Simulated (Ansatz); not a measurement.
# F₂H₃OSi₂ radical: one species, many methods

The task here is to estimate one member of a computed series from the others.

Method: functionals in def2-TZVPP, the program's frozen cores in correlated methods; program: Ansatz 0.2.0, Gaussian basis.

Levels to be run: LDA (SPW92), PBE-D4, revPBE-D4, BLYP-D4, r2SCAN-D4, B97M-V, PBE0-D4, B3LYP-D4, r2SCANh-D4, r2SCAN0-D4, HSE06-D4, BHLYP-D4, CAM-B3LYP-D4, LC-ωPBE, ωB97X-V, ωB97M-V, B2PLYP, PBE-QIDH; CCSD(T)/def2-SVP; CCSD(T)/def2-TZVPP; MP2/def2-QZVPP; extrapolation to the limit; RPA on PBE.

## The relaxed structure

An earlier PBE0-D4 in a triple-zeta def2 set relaxation fixed the geometry.

SMILES `F[Si](F)O[SiH3]`, 8 atoms, charge 0, spin multiplicity 2.

Atoms are counted from 1 here; the program's logs count them from 0.

Bond lengths: F1–Si2 1.590 Å, Si2–F3 1.587 Å, Si2–O4 1.607 Å, O4–Si5 1.646 Å, Si5–H6 1.484 Å, Si5–H7 1.481 Å, Si5–H8 1.482 Å. Angles: F1–Si2–F3 106.7°, F1–Si2–O4 109.7°, F3–Si2–O4 108.2°, Si2–O4–Si5 152.1°, O4–Si5–H6 109.4°, O4–Si5–H7 107.8°, O4–Si5–H8 109.3°, H6–Si5–H7 110.1°, H6–Si5–H8 109.9°, H7–Si5–H8 110.3°.

The first run:

Contents of in.yaml:

```yaml
crystal:
  periodic: [false, false, false]
  atoms:
    - {symbol: F, position_ang: [0.224240, -2.121763, 1.524666]}
    - {symbol: Si, position_ang: [-0.441931, -1.746510, 0.130564]}
    - {symbol: F, position_ang: [0.108975, -2.787853, -0.932452]}
    - {symbol: O, position_ang: [0.028208, -0.276092, -0.316240]}
    - {symbol: Si, position_ang: [0.039646, 1.361716, -0.147907]}
    - {symbol: H, position_ang: [-1.325993, 1.832702, 0.191213]}
    - {symbol: H, position_ang: [0.474884, 1.945327, -1.437266]}
    - {symbol: H, position_ang: [0.984070, 1.735574, 0.931721]}
basis:
  gaussian: {orbitals: def2-TZVPP}
magnetization: {spin_polarized: true, initial_magnetization: 1}
hamiltonian: {xc: lda}
output: {orbitals: {seedname: orbitals}}
```

Among the steps run: LDA; PBE-D4 (GGA); revPBE-D4 (GGA); BLYP-D4 (GGA); r2SCAN-D4 (meta-GGA); B97M-V (meta-GGA); PBE0-D4 (hybrid); B3LYP-D4 (hybrid); r2SCANh-D4 (hybrid); r2SCAN0-D4 (hybrid); HSE06-D4 (hybrid); BHLYP-D4 (hybrid); CAM-B3LYP-D4 (range-separated); LC-ωPBE-D4 (range-separated; the results give it without D4); ωB97X-V (range-separated); ωB97M-V (range-separated); B2PLYP (double hybrid); PBE-QIDH (double hybrid).

One of the session's tables, all rows but one given; the rest of the session is left out.

It belongs to the step «Frontier levels by functional». 

| functional | HOMO (eV) | LUMO (eV) | gap (eV) |
| --- | --- | --- | --- |
| LDA (SPW92) | -5.80 | -4.27 | 1.52 |
| PBE-D4 | -5.79 | -3.76 | 2.03 |
| revPBE-D4 | -5.76 | -3.55 | 2.20 |
| BLYP-D4 | -5.61 | -3.84 | 1.77 |
| r2SCAN-D4 | -6.20 | -3.21 | 2.99 |
| B97M-V | ? | ? | ? |
| PBE0-D4 | -7.14 | -2.78 | 4.36 |
| B3LYP-D4 | -6.84 | -3.25 | 3.60 |
| r2SCANh-D4 | -6.69 | -2.91 | 3.78 |
| r2SCAN0-D4 | -7.43 | -2.48 | 4.95 |
| HSE06-D4 | -6.73 | -3.16 | 3.57 |
| BHLYP-D4 | -8.33 | -2.02 | 6.31 |
| CAM-B3LYP-D4 | -8.45 | -1.97 | 6.49 |
| LC-ωPBE | -9.91 | -0.36 | 9.55 |
| ωB97X-V | -9.37 | -1.04 | 8.33 |
| ωB97M-V | -8.96 | -1.23 | 7.73 |

**Question.** Estimate the row for B97M-V.

The run gave: HOMO (eV): -5.85; LUMO (eV): -4.16; gap (eV): 1.69. In the column «HOMO (eV)» it lies between r2SCAN-D4 (-6.20) and LDA (SPW92) (-5.80).
